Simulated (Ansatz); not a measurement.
# CH5AlF2O: the cost of one run

All numbers below are computed with Ansatz 0.2.0 (RKS B3LYP/def2-SVP).

1 further run of the same task is left out (it didn't finish).

## Step 1: The structure to begin with

Bond lengths: Al1–O2 2.176 Å, Al1–F3 1.645 Å, Al1–F4 1.641 Å, Al1–C6 2.289 Å, O2–H7 0.954 Å, C6–H8 1.090 Å, C6–H9 1.096 Å, C6–H10 1.089 Å. Angles: Al1–O2–H7 130.9°, O2–Al1–F3 109.8°, O2–Al1–F4 117.3°, O2–Al1–C6 73.6°, F3–Al1–F4 121.0°, F3–Al1–C6 112.2°, F4–Al1–C6 113.5°, Al1–C6–H8 124.9°, Al1–C6–H9 90.6°, Al1–C6–H10 116.9°, H8–C6–H9 104.2°, H8–C6–H10 109.5°, H9–C6–H10 105.7°.

As a file:

```xyz
10

Al   -0.8874    0.0004   -0.8787
O     1.1637    0.7006   -1.0743
F    -1.0478   -1.4634   -1.6108
F    -2.0791    1.1253   -0.9661
H     0.7150    0.2248    0.0291
C     0.0559   -0.1721    1.1996
H     1.9145    0.3195   -1.5238
H     0.4958    0.6555    1.7556
H    -0.9343   -0.3032    1.6518
H     0.6037   -1.0875    1.4176
```

## Step 2: Pulling towards end A

Springs on the bonds that form and break draw the guess towards this end; the thresholds are loose.

File input.yaml:

```yaml
crystal:
  periodic: [false, false, false]
  atoms:
    - { symbol: Al, position_ang: [-0.8874, 0.0004, -0.8787] }
    - { symbol: O, position_ang: [1.1637, 0.7006, -1.0743] }
    - { symbol: F, position_ang: [-1.0478, -1.4634, -1.6108] }
    - { symbol: F, position_ang: [-2.0791, 1.1253, -0.9661] }
    - { symbol: H, position_ang: [0.715, 0.2248, 0.0291] }
    - { symbol: C, position_ang: [0.0559, -0.1721, 1.1996] }
    - { symbol: H, position_ang: [1.9145, 0.3195, -1.5238] }
    - { symbol: H, position_ang: [0.4958, 0.6555, 1.7556] }
    - { symbol: H, position_ang: [-0.9343, -0.3032, 1.6518] }
    - { symbol: H, position_ang: [0.6037, -1.0875, 1.4176] }
basis:
  gaussian: { orbitals: def2-SVP }
hamiltonian:
  xc: b3lyp
relax:
  f_tol: 0.15
  max_steps: 25
  restrain:
    - { distance: [0, 5], at: 3.27, k: 30.0 }
    - { distance: [4, 1], at: 2.27, k: 30.0 }
    - { distance: [0, 1], at: 1.87, k: 30.0 }
    - { distance: [4, 5], at: 1.07, k: 30.0 }
```

Run with:

```sh
$ ansatz run input.yaml --threads 2 --pin off --max-ram 3072MiB --backend cpu --events-out ev --progress --plain --runs-dir out
```

What time and memory should one allow on 2 threads of Arm Neoverse N1, shared host?

About 39 s, with a peak of 0.2 GiB.
